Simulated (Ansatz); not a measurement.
# CH₂Ga (quartet): RPA-PBE over vertical spin and charge gaps, cc-pVTZ

How well do these functionals follow the top wave-function level for CH₂Ga (quartet) over vertical spin and charge gaps?

Computed with Ansatz 0.2.0, Gaussian basis. Level: cc-pVTZ, all electrons in the functionals, frozen cores in the correlation of double hybrids and RPA.

The runs, in order: RPA-PBE, at charge 0, quartet; charge 0, doublet; charge 0, sextet; charge 1, triplet; charge 1, quintet.

8 further runs of the same task are left out: 3 for a known fault of the program, 5 set aside as unsound or not needed.

## 1. The geometry

The geometry is a PBE0/def2-TZVP stationary point (not a proven minimum). No spin-orbit coupling is included. The filled d shell of Ga may be among the frozen orbitals whatever the setting's name suggests; the logs give the count.

4 atoms, charge 0, spin multiplicity 4.

Atoms are counted from 1 here; the program's logs count them from 0.

Bond lengths: C1–Ga2 1.951 Å, Ga2–H3 1.561 Å, Ga2–H4 1.561 Å. Angles: C1–Ga2–H3 115.9°, C1–Ga2–H4 115.9°, H3–Ga2–H4 128.2°.

No dispersion term is added.

The geometry shown and the zero of energy belong to the point charge 0, quartet. The yardstick, UCCSDT(Q), and other wave-function levels (R restricted, U unrestricted, valence and pair active spaces) come from earlier runs.

## 2. RPA-PBE, charge 0, quartet

in.yaml

```yaml
crystal:
  periodic: [false, false, false]
  atoms:
    - {symbol: C, position_ang: [0.000000, 0.000000, 1.687532]}
    - {symbol: Ga, position_ang: [0.000000, 0.000000, -0.263371]}
    - {symbol: H, position_ang: [0.000000, -1.404653, -0.945221]}
    - {symbol: H, position_ang: [0.000000, 1.404653, -0.945221]}
basis:
  gaussian: {orbitals: cc-pVTZ}
magnetization: {spin_polarized: true, initial_magnetization: 3}
hamiltonian: {xc: {name: PBE}}
correlation: {method: rpa, electrons: outside_noble_gas}
```

Started as:

```sh
$ ansatz run in.yaml --threads 2 --pin off --events-out ev --progress --plain --max-ram 15360MiB --backend cuda --devices 0, --max-vram 18GiB
```

After this run come: RPA-PBE, charge 0, doublet; RPA-PBE, charge 0, sextet; RPA-PBE, charge 1, triplet; RPA-PBE, charge 1, quintet.

**Question.** What will the summary of the whole plan be? Wanted: quartet to doublet, UCCSDT(Q); quartet to sextet, UCCSDT(Q); ionisation to the triplet cation, UCCSDT(Q); ionisation to the quintet cation, UCCSDT(Q); largest miss, RPA-PBE.

The runs gave:

| quantity | value |
| --- | --- |
| quartet to doublet, UCCSDT(Q) | 11.9 kcal/mol |
| quartet to sextet, UCCSDT(Q) | 138.0 kcal/mol |
| ionisation to the triplet cation, UCCSDT(Q) | 216.9 kcal/mol |
| ionisation to the quintet cation, UCCSDT(Q) | 270.1 kcal/mol |
| largest miss, RPA-PBE | -5.4 kcal/mol (quartet to doublet) |

What this shows: RPA-PBE strays by up to 5.4 kcal/mol, at quartet to doublet. RPA-PBE clearly breaks the spin symmetry at some points (⟨S²⟩ up to 0.59 above the pure value), so energy there is bought with a mixed spin. Functionals and the yardstick converge differently with the basis, so part of each miss in cc-pVTZ is the basis.
